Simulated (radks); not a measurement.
**Mn⁴⁺ in [Ar] 3d3: an all-electron calculation**

An exercise on one series of results from a longer session: the logs are not shown, and one member is left open.

Program: radks (a radial shooting solver on a logarithmic mesh, Libxc functionals) version 1. Level of theory: scalar-relativistic Kohn-Sham, RPBE, spin-polarised, spherical densities, point nucleus; open shells are filled with parallel spins first. These are calculated values, not measurements, unless marked.

### The system

* element: manganese (Z = 25)
* charge: +4
* electrons: 21
* configuration: [Ar] 3d3

Outer shells as boxes (Hund's rule):

Mn⁴⁺
```
[Ar] core
3d [↑ ][↑ ][↑ ][  ][  ]
```

Set-up of the first run:

Input:

```text
Z 25
configuration [Ar] 3d3
relativity scalar-relativistic
functional rpbe,pbe
spin polarised
nucleus point
c 137.035999084
```

One table of the session follows, with a row left open; its other results are not shown here.

It belongs to the step «Orbitals and density». Sizes of the orbitals, from the radial functions (bohr):

```
  level      <r>  outermost maximum (interpolated)  90 % within  nodes
1s down  0.06089                            0.0399        0.109      0
  1s up  0.06089                            0.0399        0.109      0
  2s up   0.2795                             0.233        0.433      1
2s down   0.2790                             0.232        0.432      1
  2p up   0.2473                             0.189        0.405      0
2p down   0.2468                             0.188        0.404      0
  3s up   0.8318                             0.730         1.24      2
3s down   0.8347                             0.731         1.24      2
  3p up   0.8688                             0.742         1.32      1
3p down        ?                                 ?            ?      ?
  3d up   0.9612                             0.717         1.57      0
3d down   0.9815                             0.724         1.62      0
```

Estimate the missing values for 3p down.

The run gave: <r>: 0.8739; outermost maximum (interpolated): 0.744; 90 % within: 1.33; nodes: 1. In the column «<r>» it lies between 3p up (0.8688) and 3d up (0.9612).

To keep in mind: Open shells are spherical and high-spin; term and fine-structure splittings are not resolved.
